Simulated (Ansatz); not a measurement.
**ZrO (singlet): wave-function methods side by side, def2-TZVPP**

An exercise on one series of results from a longer session: the logs are not shown, and one member is left open.

The runs use Ansatz 0.2.0, Gaussian basis; def2-TZVPP, core rule «outside noble gas», up to 5 orbitals frozen.

The runs, in order: UHF; CCSD(T) on RHF; CCSD(T) on UHF; CCSDT(Q) on RHF; CCSDT(Q) on UHF.

17 further runs of the same task are left out: 11 for a known fault of the program, 6 set aside as unsound or not needed.

### The geometry

The geometry is a PBE0/def2-TZVP stationary point (not a proven minimum) of the parent state, kept for this charge and spin. No spin-orbit coupling is included. Elements past krypton take def2 core potentials.

2 atoms, charge 0, spin multiplicity 1.

Atoms are counted from 1 here; the program's logs count them from 0.

Bond lengths: Zr1–O2 1.723 Å.

The first run:

in.yaml reads:

```yaml
crystal:
  periodic: [false, false, false]
  atoms:
    - {symbol: Zr, position_ang: [0.000000, 0.000000, 0.000000]}
    - {symbol: O, position_ang: [0.000000, 0.000000, 1.723000]}
basis:
  gaussian: {orbitals: def2-TZVPP}
magnetization: {spin_polarized: true, initial_magnetization: 0}
hamiltonian: {xc: hf}
output: {orbitals: {seedname: orbitals}}
```

The run is started by

```sh
$ ansatz run in.yaml --threads 1 --pin off --events-out ev --progress --plain --max-ram 4096MiB --backend cpu
```

Steps of the session up to this table: UHF; CCSD(T) on RHF; CCSD(T) on UHF; CCSDT(Q) on RHF; CCSDT(Q) on UHF.

One table of the session follows, with a row left open; its other results are not shown here.

```
   method  from RCCSDT(Q) (kJ/mol)
      RHF                   +972.4
      UHF                        ?
     RMP2                    +21.3
    RCCSD                    +66.5
 RCCSD(T)                     +2.4
   RCCSDT                     +4.8
RCCSDT(Q)                        0
```

Estimate the missing values for UHF.

**Answer.** from RCCSDT(Q) (kJ/mol): +944.3. In the column «from RCCSDT(Q) (kJ/mol)» it lies between RCCSD (+66.5) and RHF (+972.4).

Not comparable, so not listed: CCSD(T) on UHF; CCSDT(Q) on UHF (they don't share determinant, frozen orbitals or solution with the rows shown, or repeat one).

To keep in mind: The determinant is far from a pure spin state, so its energy mixes those of several spin states (harmless only where they are near-degenerate, as at dissociation). Warnings: restricted reference is unstable; spin contamination; large T1 diagnostic.
